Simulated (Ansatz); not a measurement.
# PtS2: the cost of one run

Computed with Ansatz 0.2.0 (reference: DFT, HSE06, plane waves, PAW, unless a step's input says otherwise).

1 further run of the same task is left out (it didn't finish).

## 1. Starting point

Symmetry: P-3m1, No. 164, trigonal system. Conventional cell: a = 3.553 Å, b = 3.553 Å, c = 5.123 Å, α = 90.00°, β = 90.00°, γ = 120.00°. Pt (site symmetry -3m) has 6 S at 2.39 Å as nearest neighbours. S (site symmetry 3m) is surrounded by 3 Pt at 2.39 Å.

As a file:

```xyz
3
Lattice="3.5526 0.0000 0.0000 -1.7763 3.0767 0.0000 0.0000 0.0000 5.1227" Properties=species:S:1:pos:R:3 pbc="T T T"
Pt    0.0000    0.0000    0.0000
S     0.0000    2.0511    1.2257
S     1.7763    1.0256    3.8971
```

## 2. Reference

File input.yaml:

```yaml
crystal:
  lattice:
    - [3.5526415803, 0.0, 0.0]
    - [-1.7763207902, 3.0766778591, 0.0]
    - [0.0, 0.0, 5.122711045]
  atoms:
    - { symbol: Pt, position: [0.0, 0.0, 0.0] }
    - { symbol: S, position: [0.3333333333, 0.6666666667, 0.2392599773] }
    - { symbol: S, position: [0.6666666667, 0.3333333333, 0.7607400227] }
kpoints:
  mp_grid: { grid: [6, 6, 2] }
hamiltonian:
  xc: hse06
scf:
  occupations: { method: fixed }
  n_extra_bands: 4
output:
  forces: true
  stress: true
  eigenvalues: true
```

On the command line:

```sh
ansatz run input.yaml --threads 4 --pin off --max-ram 3686MiB --backend cpu --events-out ev --progress --plain --runs-dir out
```

Q: Estimate wall time and peak memory on 4 threads of Arm Neoverse N1, shared host.

About 16 s, with a peak of 0.85 GiB.
